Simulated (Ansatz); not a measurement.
A run of Ansatz 0.2.0:

input.yaml

```yaml
crystal:
  lattice:
    - [1.2893368271, 0.7443989642, 9.9743618604]
    - [-1.2893368271, 0.7443989642, 9.9743618604]
    - [0.0, -1.4887979284, 9.9743618604]
  atoms:
    - { symbol: Co, position: [0.401145, 0.401145, 0.401145], spin: 2.0 }
    - { symbol: Co, position: [0.799679, 0.799679, 0.799679], spin: 2.0 }
    - { symbol: Co, position: [0.200321, 0.200321, 0.200321], spin: 2.0 }
    - { symbol: Co, position: [0.598855, 0.598855, 0.598855], spin: 2.0 }
    - { symbol: Al, position: [0.0, 0.0, 0.0] }
hamiltonian:
  xc: pbe
  pseudopotentials: { kind: paw }
magnetization:
  spin_polarized: true
kpoints:
  mp_grid: { grid: [12, 12, 12] }
scf:
  occupations: { method: fermi_dirac, width: 0.05 }
output:
  forces: true
  stress: true
  eigenvalues: true
```

Potentials or basis: Ansatz PAW.

The run is started by

```console
$ ansatz run input.yaml --threads 2 --pin off --max-ram 5120MiB --backend cpu --events-out ev --progress --plain --runs-dir out
```

Hardware: 2 threads of Intel(R) Xeon(R) Processor @ 2.50GHz (Skylake/Cascade Lake) (shared host).

Q: Estimate the wall time of this run.

A: Wall time 92 s on 2 threads of Intel(R) Xeon(R) Processor @ 2.50GHz (Skylake/Cascade Lake) (shared host), peak memory 1 GiB. Counts: scf iterations 15, plane waves 1143, k points 189, bands 48.
